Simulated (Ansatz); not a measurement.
**CH₅GeSe radical: one species, many methods**

The task here is to estimate one member of a computed series from the others.

The runs use Ansatz 0.2.0, Gaussian basis; functionals in def2-TZVPP, the program's frozen cores in correlated methods.

Plan: LDA (SPW92), PBE-D4, revPBE-D4, BLYP-D4, r2SCAN-D4, B97M-V, PBE0-D4, B3LYP-D4, r2SCANh-D4, r2SCAN0-D4, HSE06-D4, BHLYP-D4, CAM-B3LYP-D4, LC-ωPBE, ωB97X-V, ωB97M-V, B2PLYP, PBE-QIDH; CCSD(T)/def2-SVP; CCSD(T)/def2-TZVPP; MP2/def2-QZVPP; extrapolation to the limit; RPA on PBE.

## The geometry

The geometry comes from an earlier relaxation with PBE0-D4 in a triple-zeta def2 set; it is a stationary point, not always the lowest conformer.

SMILES `[CH3][GeH][SeH]`, 8 atoms, charge 0, spin multiplicity 2.

Atoms are counted from 1 here; the program's logs count them from 0.

Bond lengths: C1–Ge2 1.967 Å, C1–H4 1.092 Å, C1–H5 1.090 Å, C1–H6 1.091 Å, Ge2–Se3 2.362 Å, Ge2–H7 1.553 Å, Se3–H8 1.469 Å. Angles: Ge2–C1–H4 109.0°, Ge2–C1–H5 110.2°, Ge2–C1–H6 109.5°, H4–C1–H5 109.4°, H4–C1–H6 109.5°, H5–C1–H6 109.2°, C1–Ge2–Se3 110.6°, C1–Ge2–H7 110.8°, Se3–Ge2–H7 103.3°, Ge2–Se3–H8 92.9°.

The first run:

in.yaml reads:

```yaml
crystal:
  periodic: [false, false, false]
  atoms:
    - {symbol: C, position_ang: [-0.770571, 0.590676, -0.592002]}
    - {symbol: Ge, position_ang: [0.892844, -0.452405, -0.468397]}
    - {symbol: Se, position_ang: [1.218245, -1.237078, 1.735170]}
    - {symbol: H, position_ang: [-0.719451, 1.426328, 0.108492]}
    - {symbol: H, position_ang: [-1.627276, -0.035772, -0.345309]}
    - {symbol: H, position_ang: [-0.886646, 0.972986, -1.607057]}
    - {symbol: H, position_ang: [2.130867, 0.452727, -0.712256]}
    - {symbol: H, position_ang: [-0.145913, -1.774561, 1.825558]}
basis:
  gaussian: {orbitals: def2-TZVPP}
magnetization: {spin_polarized: true, initial_magnetization: 1}
hamiltonian: {xc: lda}
output: {orbitals: {seedname: orbitals}}
```

On the command line:

```sh
$ ansatz run in.yaml --threads 4 --pin off --events-out ev --progress --plain --max-ram 10444MiB
```

Among the steps run: LDA; PBE-D4 (GGA); revPBE-D4 (GGA); BLYP-D4 (GGA); r2SCAN-D4 (meta-GGA); B97M-V (meta-GGA); PBE0-D4 (hybrid); B3LYP-D4 (hybrid); r2SCANh-D4 (hybrid); r2SCAN0-D4 (hybrid); HSE06-D4 (hybrid); BHLYP-D4 (hybrid); CAM-B3LYP-D4 (range-separated); LC-ωPBE (range-separated); ωB97X-V (range-separated); ωB97M-V (range-separated); B2PLYP (double hybrid); PBE-QIDH (double hybrid).

One table of the session follows, with a row left open; its other results are not shown here.

```
  functional  HOMO (eV)  LUMO (eV)  gap (eV)
 LDA (SPW92)      -4.67      -3.89      0.78
      PBE-D4      -4.64      -3.56      1.08
   revPBE-D4      -4.61      -3.43      1.18
     BLYP-D4      -4.44      -3.56      0.88
   r2SCAN-D4      -4.98      -3.24      1.74
      B97M-V      -4.86      -3.59      1.26
     PBE0-D4      -5.72      -2.70      3.02
    B3LYP-D4      -5.46      -3.07      2.39
  r2SCANh-D4      -5.38      -2.93      2.45
  r2SCAN0-D4      -5.97      -2.47      3.50
    HSE06-D4      -5.34      -3.07      2.27
    BHLYP-D4      -6.62      -1.91      4.72
CAM-B3LYP-D4      -6.91      -1.82      5.09
     LC-ωPBE      -8.28      -0.47      7.81
     ωB97X-V      -7.82      -0.89      6.94
     ωB97M-V          ?          ?         ?
```

**Question.** Estimate the row for ωB97M-V.

The run gave: HOMO (eV): -7.67; LUMO (eV): -0.96; gap (eV): 6.71. In the column «HOMO (eV)» it lies between ωB97X-V (-7.82) and CAM-B3LYP-D4 (-6.91).

To keep in mind: All levels share the lack of spin-orbit coupling, which lowers the free heavy atoms and so the true binding.
